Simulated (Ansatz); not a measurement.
# C₃H₃B (SMILES B=C=C=C): single points off equilibrium

How do the functionals fare away from a minimum? The structure is a structure displaced at random from a GFN2-xTB minimum.

The runs use Ansatz 0.2.0, Gaussian basis; single points in def2-TZVPP.

Correlated methods freeze the cores.

## Step 1: Where the work starts

SMILES `B=C=C=C`, 7 atoms, charge 0, spin multiplicity 1.

Atoms are counted from 1 here; the program's logs count them from 0.

Bond lengths: B1–C2 1.339 Å, B1–H5 1.130 Å, C2–C3 1.312 Å, C3–C4 1.402 Å, C4–H6 1.024 Å, C4–H7 1.073 Å. Angles: C2–B1–H5 167.5°, B1–C2–C3 161.4°, C2–C3–C4 160.9°, C3–C4–H6 112.7°, C3–C4–H7 125.7°, H6–C4–H7 120.9°.

Coordinates:

```mol
C3H3B
  3D, bonds by distance, orders not assigned

  7  6  0  0  0  0  0  0  0  0999 V2000
   -2.2119   -0.2071    0.1991 B   0  0
   -0.8884   -0.0026    0.2084 C   0  0
    0.3586    0.0883   -0.1902 C   0  0
    1.7583    0.1613   -0.1558 C   0  0
   -3.3155   -0.3002    0.4238 H   0  0
    2.1818    0.0824   -1.0852 H   0  0
    2.3504    0.4289    0.6986 H   0  0
  1  2  8  0
  1  5  8  0
  2  3  8  0
  3  4  8  0
  4  6  8  0
  4  7  8  0
M  END
```

## Step 2: CCSD(T)/def2-TZVPP

Input file run/in.yaml:

```yaml
crystal:
  periodic: [false, false, false]
  atoms:
    - {symbol: B, position_ang: [-2.211900, -0.207100, 0.199100]}
    - {symbol: C, position_ang: [-0.888400, -0.002600, 0.208400]}
    - {symbol: C, position_ang: [0.358600, 0.088300, -0.190200]}
    - {symbol: C, position_ang: [1.758300, 0.161300, -0.155800]}
    - {symbol: H, position_ang: [-3.315500, -0.300200, 0.423800]}
    - {symbol: H, position_ang: [2.181800, 0.082400, -1.085200]}
    - {symbol: H, position_ang: [2.350400, 0.428900, 0.698600]}
basis:
  gaussian: {orbitals: def2-TZVPP}
correlation: {method: ccsd_t}
output: {forces: true}
```

No record of the launch command was kept for these runs.

## Step 3: PBE0-D4/def2-TZVPP

run/in.yaml: that of step 2 with these lines changed.

```diff
@@ -12,3 +12,3 @@
   gaussian: {orbitals: def2-TZVPP}
-correlation: {method: ccsd_t}
-output: {forces: true}
+hamiltonian: {xc: pbe0, dispersion: d4}
+output: {forces: true, orbitals: {seedname: orbitals}}
```

## Step 4: wB97M-V/def2-TZVPP

run/in.yaml: that of step 3 with these lines changed.

```diff
@@ -12,3 +12,3 @@
   gaussian: {orbitals: def2-TZVPP}
-hamiltonian: {xc: pbe0, dispersion: d4}
-output: {forces: true, orbitals: {seedname: orbitals}}
+hamiltonian: {xc: {name: wB97M-V}}
+output: {forces: true}
```

## Step 5: r2SCAN-D4/def2-TZVPP

run/in.yaml: that of step 4 with these lines changed.

```diff
@@ -12,3 +12,3 @@
   gaussian: {orbitals: def2-TZVPP}
-hamiltonian: {xc: {name: wB97M-V}}
+hamiltonian: {xc: r2scan, dispersion: d4}
 output: {forces: true}
```

## Step 6: PBE-D4/def2-TZVPP

run/in.yaml: that of step 5 with these lines changed.

```diff
@@ -12,3 +12,3 @@
   gaussian: {orbitals: def2-TZVPP}
-hamiltonian: {xc: r2scan, dispersion: d4}
+hamiltonian: {xc: pbe, dispersion: d4}
 output: {forces: true}
```

## Step 7: BLYP-D4/def2-TZVPP

run/in.yaml: that of step 6 with these lines changed.

```diff
@@ -12,3 +12,3 @@
   gaussian: {orbitals: def2-TZVPP}
-hamiltonian: {xc: pbe, dispersion: d4}
+hamiltonian: {xc: {name: BLYP}, dispersion: d4}
 output: {forces: true}
```

## Step 8: BHLYP-D4/def2-TZVPP

run/in.yaml: that of step 7 with these lines changed.

```diff
@@ -12,3 +12,3 @@
   gaussian: {orbitals: def2-TZVPP}
-hamiltonian: {xc: {name: BLYP}, dispersion: d4}
+hamiltonian: {xc: {name: BHLYP}, dispersion: d4}
 output: {forces: true}
```

(Steps that only read results are left out.)

**Question.** What will these runs give? Wanted: energy less free atoms, CCSD(T)/def2-TZVPP; RMS force component; RMS force error; HOMO and LUMO, PBE0-D4; T1 diagnostic.

As calculated:

| quantity | value |
| --- | --- |
| energy less free atoms, CCSD(T)/def2-TZVPP | -688.7 kcal/mol |
| RMS force component | 1.615 to 1.855 eV/Å over the methods |
| RMS force error | PBE0-D4 0.287, wB97M-V 0.299, r2SCAN-D4 0.226, PBE-D4 0.171, BLYP-D4 0.122, BHLYP-D4 0.406 eV/Å |
| HOMO and LUMO, PBE0-D4 | -6.24 and -2.83 eV |
| T1 diagnostic | 0.018 |

In words: Against CCSD(T) the functionals' energies less atoms differ by -56.1 to +2.3 kcal/mol, PBE-D4 by -56.1 kcal/mol. A larger basis would deepen the CCSD(T) value, while the functionals are nearly converged already, so the order here is not reliable. On forces the order runs from BLYP-D4 to BHLYP-D4. Frozen-core CCSD(T) forces in triple zeta carry basis errors of their own, and this is one geometry, so small gaps rank nothing. The restricted Hartree–Fock reference is unstable towards an unrestricted one at one or more of these structures.
